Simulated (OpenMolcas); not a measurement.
# Os²⁺: CASSCF and CASPT2 terms and fine-structure levels

Which level of Os²⁺ lies lowest, and where do the others fall? The reference wave functions come first, then spin-orbit coupling, then second-order correlation under several settings.

Method: state-averaged CASSCF and CASPT2, spin-orbit coupling by RASSI with atomic mean-field integrals. Code: OpenMolcas 26.06.

### Step 1. The system

- Species: Os²⁺ (osmium, Z = 76, 74 electrons)
- Basis: ANO-RCC-VQZP [9s8p6d4f3g2h], 140 functions
- Scalar Hamiltonian: DKH2, point nucleus
- Inactive shells: 1s 2s 2p 3s 3p 3d 4s 4p 4d 4f 5s 5p
- Active space: 6 electrons in 10 orbitals (5d 6d)
- Some configurations of this space: 5d⁶
- Orbitals: optimised for each spin and parity, averaged over all roots

The outer shells:

5d6
```
5d [↑↓][↑ ][↑ ][↑ ][↑ ]
```

The work runs as a chain of OpenMolcas steps in one folder; each step below is one input file. Labels, J, g values, rates, χT and fits are worked out afterwards by a script from the matrices that RASSI stores.

### Step 2. One- and two-electron integrals

The input, a.inp:

```
&GATEWAY
Coord
1

Os 0.0 0.0 0.0
Basis=ANO-RCC-VQZP
Group=XYZ
NoMove
AngMom=0.0 0.0 0.0
AMFI
&SEWARD
```

Launch:

```console
OMP_NUM_THREADS=1 MOLCAS_MEM=2252 MOLCAS_PROJECT=a pymolcas a.inp > a.log
```

### Step 3. A small preliminary run for start orbitals

The input, a.inp:

```
&RASSCF
FileOrb=start.orb
Symmetry=1
Spin=5
nActEl=6 0 0
Inactive=15 19
Ras2=5 0
CIRoot=5 5 1
SDav=5
CIMx=300
Iter=120 100
PrWF=0.3
OrbListing=Nothing
MaxOrb=0
Atom
>>> COPY $Project.JobIph JOBPRE
```

### Step 4. Reference wave functions, quintets of even parity, 5 roots

The input, a.inp:

```
&RASSCF
FileOrb=start.orb
Symmetry=1
Spin=5
nActEl=6 0 0
Inactive=15 19
Ras2=10 0
CIRoot=5 5 1
SDav=2310
CIMx=300
Iter=120 100
PrWF=0.3
OrbListing=Nothing
MaxOrb=0
Atom
>>> COPY $Project.JobIph JOB001
```

### Step 5. Reference wave functions, triplets of even parity, 45 roots

The input, a.inp:

```
&RASSCF
FileOrb=start.orb
Symmetry=1
Spin=3
nActEl=6 0 0
Inactive=15 19
Ras2=10 0
CIRoot=45 45 1
SDav=500
CIMx=300
Iter=120 100
PrWF=0.3
OrbListing=Nothing
MaxOrb=0
Atom
>>> COPY $Project.JobIph JOB002
```

### Step 6. Reference wave functions, singlets of even parity, 49 roots

The input, a.inp:

```
&RASSCF
FileOrb=start.orb
Symmetry=1
Spin=1
nActEl=6 0 0
Inactive=15 19
Ras2=10 0
CIRoot=49 49 1
SDav=500
CIMx=300
Iter=120 100
PrWF=0.3
OrbListing=Nothing
MaxOrb=0
Atom
>>> COPY $Project.JobIph JOB003
```

### Step 7. State interaction with spin-orbit coupling

The input, a.inp:

```
&RASSI
NrOfJobIphs=3 5 45 49
1 2 3 4 5
1 2 3 4 5 6 7 8 9 10 11 12 13 14 15 16 17 18 19 20 21 22 23 24 25 26 27
28 29 30 31 32 33 34 35 36 37 38 39 40 41 42 43 44 45
1 2 3 4 5 6 7 8 9 10 11 12 13 14 15 16 17 18 19 20 21 22 23 24 25 26 27
28 29 30 31 32 33 34 35 36 37 38 39 40 41 42 43 44 45 46 47 48 49
IphNames
JOB001
JOB002
JOB003
EJob
SpinOrbit
DIPRint=1.0
SOCoupling=1000.0
Subsets=2
MEES
Property=10
'ANGMOM' 1 'ANGMOM' 2 'ANGMOM' 3 'MLTPL  1' 1 'MLTPL  1' 2 'MLTPL  1' 3
'AMFI' 1 'AMFI' 2 'AMFI' 3 'MLTPL  2' 6
SOProperty=3
'ANGMOM' 1 'ANGMOM' 2 'ANGMOM' 3
```

### Step 8. CASPT2: IPEA 0.25, imaginary shift 0.1 (closed shells correlated: 5s 5p)

The input, a.inp:

```
>>> COPY JOB001 $Project.JobIph
&CASPT2
Multistate=5 1 2 3 4 5
Frozen=14 16
IPEA=0.25
Imaginary=0.1
MaxIter=60
WThr=0.0 0.3 0.05
PrWF=0.5
NoMix
>>> COPY JOB002 $Project.JobIph
&CASPT2
Multistate=45 1 2 3 4 5 6 7 8 9 10 11 12 13 14 15 16 17 18 19 20 21 22
23 24 25 26 27 28 29 30 31 32 33 34 35 36 37 38 39 40 41 42 43 44 45
Frozen=14 16
IPEA=0.25
Imaginary=0.1
MaxIter=60
WThr=0.0 0.3 0.05
PrWF=0.5
NoMix
>>> COPY JOB003 $Project.JobIph
&CASPT2
Multistate=49 1 2 3 4 5 6 7 8 9 10 11 12 13 14 15 16 17 18 19 20 21 22
23 24 25 26 27 28 29 30 31 32 33 34 35 36 37 38 39 40 41 42 43 44 45 46
47 48 49
Frozen=14 16
IPEA=0.25
Imaginary=0.1
MaxIter=60
WThr=0.0 0.3 0.05
PrWF=0.5
NoMix
```

### Step 9. CASPT2: IPEA 0, imaginary shift 0.1 (closed shells correlated: 5s 5p)

a.inp: that of step 8 with these lines changed.

```diff
@@ -4,3 +4,3 @@
 Frozen=14 16
-IPEA=0.25
+IPEA=0.0
 Imaginary=0.1
@@ -15,3 +15,3 @@
 Frozen=14 16
-IPEA=0.25
+IPEA=0.0
 Imaginary=0.1
@@ -27,3 +27,3 @@
 Frozen=14 16
-IPEA=0.25
+IPEA=0.0
 Imaginary=0.1
```

(Steps that only read results are left out.)

What does the calculation give? Wanted: lowest level; first excited level; lowest level of another term; spin-orbit lowering of the lowest level; strongest of the lines computed, by gA.

**Answer**, as computed:

```
                                                                                   quantity                                                                        value
                                                                                     method  SS-CASPT2, IPEA 0.25, imaginary shift 0.1 (closed shells correlated: 5s 5p)
                                                                               lowest level                                        5d⁶ ⁵D₄, 85 % of that term, g = 1.459
                                                                ground level listed by NIST                                                                          5D4
                                                                        first excited level                                                         5d⁶ ⁵D₂ at 4500 cm⁻¹
                                                               lowest level of another term                                                        5d⁶ ³H₄ at 13210 cm⁻¹
                                                    spin-orbit lowering of the lowest level                                                                    6039 cm⁻¹
strongest of the lines computed, by gA (one parity, so forbidden lines), at CASSCF energies                             5d⁶ ³P₂(1) → 5d⁶ ⁵D₃, 706.6 nm, A = 3.12e+01 s⁻¹
```

What each method costs and misses:

```
                                              method  time of its own steps  time with the reference  mean absolute difference from method B (cm-1)
                                           A. CASSCF                4.1 min                  4.1 min                                           3600
B. SS-CASPT2, IPEA 0.25, imaginary shift 0.1, +5s 5p                 34 min                   38 min                                              0
   C. SS-CASPT2, IPEA 0, imaginary shift 0.1, +5s 5p                 33 min                   37 min                                            770
```

Times are of one thread on a shared host.

In words: The multiplet ⁵D is irregular, with J out of order. Second-order correlation (method B) scales the levels of the lowest configuration above 5000 cm⁻¹ by 0.84 to 0.99. Only the configurations of the active space and the roots asked for are present. Not all states of the active space went into the spin-orbit step. CASPT2 does not keep the components of a term degenerate, and the means are used. The levels of the extra active shells were not computed. Only valence configurations of the active space appear, up to the ionisation limit; * or ° marks odd parity.
